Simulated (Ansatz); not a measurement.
Set up this calculation in Ansatz 0.2.0, as the native input.

* Task: relaxation of cell and atoms
* Functional: PBE
* Potentials or basis: Ansatz PAW
* Cutoff: 420 eV (not typed: the program's choice for these potentials)
* k mesh: 8 × 8 × 2
* Occupations: fermi-dirac, width 0.05 eV
* Spin: collinear spin, ferromagnetic start
* Starting moments: [1.0, 1.0, 0.0, 0.6, 0.0] μB
* Target pressure: 20 GPa
* Target pressure (GPa): 20

NiMoIrPdW:

```
Ni Mo Pd Ir W
1.0
     2.76616    0.00000    0.00000
    -1.38308    2.39557    0.00000
     0.00000    0.00000   11.02292
Ni Mo Pd Ir W
1 1 1 1 1
Direct
  0.33333 0.66667 0.59712
  0.00000 0.00000 0.41074
  0.66667 0.33333 0.79520
  0.66667 0.33333 0.19960
  0.33333 0.66667 0.99734
```

The cell was built by a generator and needn't be a form met in nature.

These files were run (other wordings do the same):

input.yaml

```yaml
crystal:
  lattice:
    - [2.76616, 0.0, 0.0]
    - [-1.38308, 2.39557, 0.0]
    - [0.0, 0.0, 11.02292]
  atoms:
    - { symbol: Ni, position: [0.33333, 0.66667, 0.59712], spin: 1.0 }
    - { symbol: Mo, position: [0.0, 0.0, 0.41074], spin: 1.0 }
    - { symbol: Pd, position: [0.66667, 0.33333, 0.7952] }
    - { symbol: Ir, position: [0.66667, 0.33333, 0.1996], spin: 0.6 }
    - { symbol: W, position: [0.33333, 0.66667, 0.99734] }
hamiltonian:
  xc: pbe
  pseudopotentials: { kind: paw }
magnetization:
  spin_polarized: true
kpoints:
  mp_grid: { grid: [8, 8, 2] }
scf:
  occupations: { method: fermi_dirac, width: 0.05 }
output:
  forces: true
  stress: true
  eigenvalues: true
  write_density: true
  write_potential: true
  elf: true
  volumetric_format: npy
relax:
  f_tol: 0.01
  max_steps: 40
  cell: { stress_tol: 0.05, p_target: 20.0 }
```

Potentials or basis: Ansatz PAW.

The run is started by

```sh
$ ansatz run input.yaml --threads 8 --pin off --max-ram 20480MiB --backend cpu --events-out ev --progress --plain --runs-dir out
```

Results of the run:

```json
{
  "Relaxed volume": "13.64 Å³/atom",
  "Relaxed cell": "a = 2.703 Å, b = 2.703 Å, c = 10.777 Å, α = 90.00°, β = 90.00°, γ = 120.00°",
  "Space group after relaxing (to 0.05 Å)": "P3m1 (No. 156)",
  "Energy change on relaxing (the enthalpy is what falls)": "+57.3 meV/atom",
  "Ionic steps": "6",
  "Pressure after relaxing": "20.0 GPa",
  "Band gap on the k mesh": "none (metal or under the smearing width)",
  "Net moment": "0.00 μB per cell",
  "Absolute moment": "0.00 μB per cell"
}
```

Caveat: the plane-wave basis is chosen anew once the cell has moved, so the energies of steps on either side of that aren't comparable; the starting moments weren't kept.

It took 35 s on 8 threads of Arm Neoverse V1, with other jobs on the host, peak memory 0.64 GiB.
